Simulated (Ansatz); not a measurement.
# SiGeCl (doublet): the correlation ladder, cc-pVTZ

An exercise on one series of results from a longer session: the logs are not shown, and one member is left open.

Computed with Ansatz 0.2.0, Gaussian basis. Level: cc-pVTZ, core rule «outside noble gas», up to 24 orbitals frozen.

The runs, in order: UHF; CCSD(T) on ROHF; CCSD(T) on UHF; BCCD(T) on ROHF; CCSDT(Q) on ROHF; CCSDT(Q) on UHF; CASSCF and NEVPT2, 15 electrons in 12 orbitals.

5 further runs of the same task are left out: 5 set aside as unsound or not needed.

### The geometry

The geometry is a PBE0/def2-TZVP stationary point (not a proven minimum) of the parent state, kept for this charge and spin. No spin-orbit coupling is included. The filled d shell of Ge may be among the frozen orbitals whatever the setting's name suggests; the logs give the count.

3 atoms, charge 0, spin multiplicity 2.

Atoms are counted from 1 here; the program's logs count them from 0.

Bond lengths: Cl1–Ge2 2.190 Å, Ge2–Si3 2.406 Å. Angles: Cl1–Ge2–Si3 108.0°.

The first run:

in.yaml

```yaml
crystal:
  periodic: [false, false, false]
  atoms:
    - {symbol: Cl, position_ang: [0.000000, -0.697134, 1.696808]}
    - {symbol: Ge, position_ang: [0.000000, 0.627975, -0.046205]}
    - {symbol: Si, position_ang: [0.000000, -0.744178, -2.022417]}
basis:
  gaussian: {orbitals: cc-pVTZ}
magnetization: {spin_polarized: true, initial_magnetization: 1}
hamiltonian: {xc: hf}
output: {orbitals: {seedname: orbitals}}
```

Started as:

```console
> ansatz run in.yaml --threads 1 --pin off --events-out ev --progress --plain --max-ram 4096MiB --backend cpu
```

Among the steps run: UHF; CCSD(T) on ROHF; CCSD(T) on UHF; BCCD(T) on ROHF; CCSDT(Q) on ROHF; CCSDT(Q) on UHF; CASSCF and NEVPT2, 15 electrons in 12 orbitals.

One of the session's tables, all rows but one given; the rest of the session is left out.

| method | from RCCSDT(Q) (kJ/mol) |
| --- | --- |
| ROHF | +1096.8 |
| RMP2 | +175.4 |
| UMP2 | +191.7 |
| RCCSD | +62.0 |
| UCCSD | +62.7 |
| RCCSD(T) | +9.8 |
| UCCSD(T) | +10.5 |
| BCCD(T) | +9.7 |
| RCCSDT | +3.9 |
| UCCSDT | ? |
| RCCSDT(Q) | 0 |
| UCCSDT(Q) | -0.5 |
| CASSCF valence | +916.4 |
| NEVPT2 valence | +211.9 |

Estimate the missing values for UCCSDT.

As computed: from RCCSDT(Q) (kJ/mol): +4.1. In the column «from RCCSDT(Q) (kJ/mol)» it lies between RCCSDT (+3.9) and BCCD(T) (+9.7).

Left out of the table: UHF (another determinant or state than the rows shown).

To keep in mind: The determinant is far from a pure spin state, so its energy mixes those of several spin states (harmless only where they are near-degenerate, as at dissociation). Warnings: spin contamination; coupled cluster took another determinant than the lowest. Restricted and unrestricted rows rest on different reference determinants; where their highest levels disagree by more than a few hundredths of an eV, they describe different states and don't form one ladder.
